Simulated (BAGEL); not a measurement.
**CH3BS2 (SMILES S=CBS): HF/STO-3G (density fitting with qzvpp-jkfit)**

Aim: the vertical singlet–triplet gap of CH3BS2 at HF/STO-3G (density fitting with qzvpp-jkfit), from 2 runs. 

The results are computed with BAGEL 1.2.2.

1 further run of the same task is left out (it didn't finish).

### 1 Starting point

The species is CH3BS2 (7 atoms), meant as a singlet with charge 0. As SMILES, `S=CBS`. Geometry: relaxed at PBE0-D4/def2-TZVP. This is one conformer, not always the lowest.

Bond lengths: S1–C2 1.616 Å, C2–B3 1.548 Å, B3–S4 1.773 Å, C2–H5 1.094 Å, B3–H6 1.194 Å, S4–H7 1.343 Å. Angles: S1–C2–B3 119.3°, C2–B3–S4 119.4°, S1–C2–H5 119.6°, B3–C2–H5 121.0°, C2–B3–H6 120.1°, S4–B3–H6 120.5°, B3–S4–H7 97.7°.

### 2 The energy at HF/STO-3G (density fitting with qzvpp-jkfit)

input.json reads:

```json
{ "bagel": [

{
  "title": "molecule",
  "basis": "sto-3g",
  "df_basis": "qzvpp-jkfit",
  "angstrom": true,
  "geometry": [
    { "atom": "S", "xyz": [       0.227300,      -2.350600,      -0.404000 ] },
    { "atom": "C", "xyz": [      -0.664500,      -1.024400,      -0.161700 ] },
    { "atom": "B", "xyz": [       0.030400,       0.282400,       0.293400 ] },
    { "atom": "S", "xyz": [       0.913200,       1.258400,      -0.894000 ] },
    { "atom": "H", "xyz": [      -1.753400,      -1.079200,      -0.257500 ] },
    { "atom": "H", "xyz": [      -0.032700,       0.627400,       1.434700 ] },
    { "atom": "H", "xyz": [       1.340600,       2.218000,      -0.056600 ] }
  ]
},

{ "title": "hf" },

{ "title": "print", "file": "orbitals.molden", "orbitals": true }

]}
```

Command:

```sh
$ BAGEL_NUM_THREADS=1 BAGEL input.json > input.out
```

The program printed:

```text
* using 1 threads per process

  ===============================================================
  ===============================================================

  *** Geometry ***

  { "atom" : "S", "xyz" : [      0.429535,     -4.441990,     -0.763449 ] },
  { "atom" : "C", "xyz" : [     -1.255723,     -1.935835,     -0.305569 ] },
  { "atom" : "B", "xyz" : [      0.057448,      0.533659,      0.554446 ] },
  { "atom" : "S", "xyz" : [      1.725698,      2.378031,     -1.689415 ] },
  { "atom" : "H", "xyz" : [     -3.313446,     -2.039392,     -0.486604 ] },
  { "atom" : "H", "xyz" : [     -0.061794,      1.185614,      2.711190 ] },
  { "atom" : "H", "xyz" : [      2.533367,      4.191413,     -0.106958 ] },

  Number of auxiliary basis functions:      460

  Since a DF basis is specified, we compute 2- and 3-index integrals:
    o Being stored without compression. Storage requirement is 0.004 GB

  Number of basis functions:       31
  Number of electrons      :       46

    * METHOD: MOLECULE                             0.12

  *** RHF ***

  === Nuclear Repulsion ===
   165.0861174717

      * DIIS with orbital gradients will be used.

  === RHF iteration (sto-3g) ===
      0       -849.72543760          0.01786578           0.02
      1       -849.79428416          0.01306521           0.02
      2       -849.84207274          0.00136946           0.02
      3       -849.84318141          0.00037017           0.02
      4       -849.84327088          0.00015119           0.02
      5       -849.84329446          0.00004824           0.02
      6       -849.84329670          0.00001183           0.02
      7       -849.84329683          0.00000355           0.02
      8       -849.84329684          0.00000120           0.02
      9       -849.84329684          0.00000045           0.02
     10       -849.84329684          0.00000018           0.02
     11       -849.84329684          0.00000011           0.02
     12       -849.84329684          0.00000006           0.02
     13       -849.84329684          0.00000002           0.02
     14       -849.84329684          0.00000001           0.02
    * SCF iteration converged.

    * Permanent dipole moment:
           (    0.114004,    -0.557956,    -0.240445) a.u.

    * METHOD: HF                                   0.30

    * METHOD: PRINT                                0.00

  ===============================================================
```

It took 0.58 s on 1 thread of Arm Neoverse V2, shared host; peak memory 0.081 GiB.

### 3 The triplet, same level

hf.json reads:

```json
{ "bagel" : [

{
  "title" : "molecule",
  "basis" : "sto-3g",
  "df_basis" : "qzvpp-jkfit",
  "angstrom" : true,
  "geometry" : [
    { "atom" : "S", "xyz" : [       0.227300,      -2.350600,      -0.404000 ] },
    { "atom" : "C", "xyz" : [      -0.664500,      -1.024400,      -0.161700 ] },
    { "atom" : "B", "xyz" : [       0.030400,       0.282400,       0.293400 ] },
    { "atom" : "S", "xyz" : [       0.913200,       1.258400,      -0.894000 ] },
    { "atom" : "H", "xyz" : [      -1.753400,      -1.079200,      -0.257500 ] },
    { "atom" : "H", "xyz" : [      -0.032700,       0.627400,       1.434700 ] },
    { "atom" : "H", "xyz" : [       1.340600,       2.218000,      -0.056600 ] }
  ]
},

{ "title" : "uhf", "nopen" : 2 },

{ "title" : "print", "file" : "orbitals.molden", "orbitals" : true }

]}
```

Command:

```sh
$ BAGEL_NUM_THREADS=1 BAGEL hf.json > hf.out
```

The program printed:

```text
* using 1 threads per process

  ===============================================================
  ===============================================================

  *** Geometry ***

  { "atom" : "S", "xyz" : [      0.429535,     -4.441990,     -0.763449 ] },
  { "atom" : "C", "xyz" : [     -1.255723,     -1.935835,     -0.305569 ] },
  { "atom" : "B", "xyz" : [      0.057448,      0.533659,      0.554446 ] },
  { "atom" : "S", "xyz" : [      1.725698,      2.378031,     -1.689415 ] },
  { "atom" : "H", "xyz" : [     -3.313446,     -2.039392,     -0.486604 ] },
  { "atom" : "H", "xyz" : [     -0.061794,      1.185614,      2.711190 ] },
  { "atom" : "H", "xyz" : [      2.533367,      4.191413,     -0.106958 ] },

  Number of auxiliary basis functions:      460

  Since a DF basis is specified, we compute 2- and 3-index integrals:
    o Being stored without compression. Storage requirement is 0.004 GB

  Number of basis functions:       31
  Number of electrons      :       46

    * METHOD: MOLECULE                             0.13

  *** Open-shell HF ***

  === Nuclear Repulsion ===
   165.0861174717

      * DIIS with orbital gradients will be used.

  === UHF iteration (sto-3g) ===
      0       -849.74689733          0.02215503           0.04
      1       -849.81200574          0.00803596           0.04
      2       -849.82345019          0.00360583           0.04
      3       -849.82613157          0.00177845           0.04
      4       -849.82770329          0.00059588           0.04
      5       -849.82792344          0.00020219           0.04
      6       -849.82795340          0.00007144           0.04
      7       -849.82795755          0.00002150           0.04
      8       -849.82795811          0.00000679           0.04
      9       -849.82795820          0.00000424           0.03
     10       -849.82795825          0.00000291           0.04
     11       -849.82795827          0.00000220           0.04
     12       -849.82795827          0.00000151           0.04
     13       -849.82795828          0.00000083           0.03
     14       -849.82795828          0.00000038           0.04
     15       -849.82795828          0.00000014           0.04
     16       -849.82795828          0.00000006           0.04
     17       -849.82795828          0.00000003           0.04
     18       -849.82795828          0.00000001           0.04
     19       -849.82795828          0.00000000           0.04
    * SCF iteration converged.

    * S^2 (UHF) is 2.0088

    * Permanent dipole moment:
           (    0.002755,    -0.183485,    -0.169332) a.u.

    * METHOD: UHF                                  0.79

    * METHOD: PRINT                                0.00

  ===============================================================
```

It took 1.1 s on 1 thread of Arm Neoverse V2, shared host; peak memory 0.081 GiB.

### 4 What came out

At HF/STO-3G (density fitting with qzvpp-jkfit):

| quantity | value |
| --- | --- |
| singlet: total energy | -849.84330 Eh |
| singlet: dipole moment | 1.57 D |
| singlet: HOMO energy | -6.08 eV |
| singlet: LUMO energy | 5.60 eV |
| singlet: HOMO–LUMO gap | 11.69 eV |
| triplet: total energy | -849.82796 Eh |
| triplet: dipole moment | 0.63 D |
| triplet: ⟨S²⟩ | 2.009 |
| vertical energy of the triplet above the singlet | 0.417 eV |

At this shape the triplet lies 0.42 eV (9.6 kcal/mol) above the singlet. In a minimal basis such a difference can be off by several eV, whatever the method.
